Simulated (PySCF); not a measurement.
# H7N2PSi: the cost of one run

Programs: PySCF 2.14.0, with density-fitted response routines of our own. Each step states its level of theory. These are calculated values for one molecule in the gas phase, unless marked as measured. Atoms count from 0, in the outputs and in this text.

## 1. The molecule as given

11 atoms, charge 0, multiplicity 1; geometry from: GFN2-xTB. The atoms were then displaced at random by about 0.01 Å, so the start is not that level's minimum.

Bonds of the start (Å): N0–Si1 1.72, Si1–N2 1.72, Si1–P3 2.29, N0–H4 0.98, N0–H5 1.02, Si1–H6 1.46, N2–H7 0.99, N2–H8 1.01, P3–H9 1.36, P3–H10 1.37.

## 2. Relaxing the molecule at PBE0-D3(BJ)/def2-SVP

Job settings and geometry (Å):

```
{"job": {"xc": "PBE0", "basis": "def2-SVP", "d3": "d3bj", "grid": 1, "shake": 0.01, "kind": "geom"}, "charge": 0, "multiplicity": 1}
N      0.003630     1.321200     0.890330
Si    -0.371500     0.178630    -0.344840
N     -1.286320    -1.029020     0.479500
P      1.355500    -0.972420    -1.309210
H      0.234420     0.996340     1.788380
H      0.547150     2.149050     0.648400
H     -1.013590     0.955610    -1.404050
H     -1.396410    -1.903560     0.019980
H     -2.103560    -0.739770     0.993540
H      2.029470     0.156370    -1.645780
H      2.039330    -1.138270    -0.131910
```

The run is started by

```sh
> OMP_NUM_THREADS=1 python probes_run.py task.json out
```

This one command runs all jobs of the session in turn.

**Question.** How long does this first job take on 1 thread of Arm Neoverse V1, shared host, and how much memory does it need?

About 24 s, with a peak of 0.41 GiB.
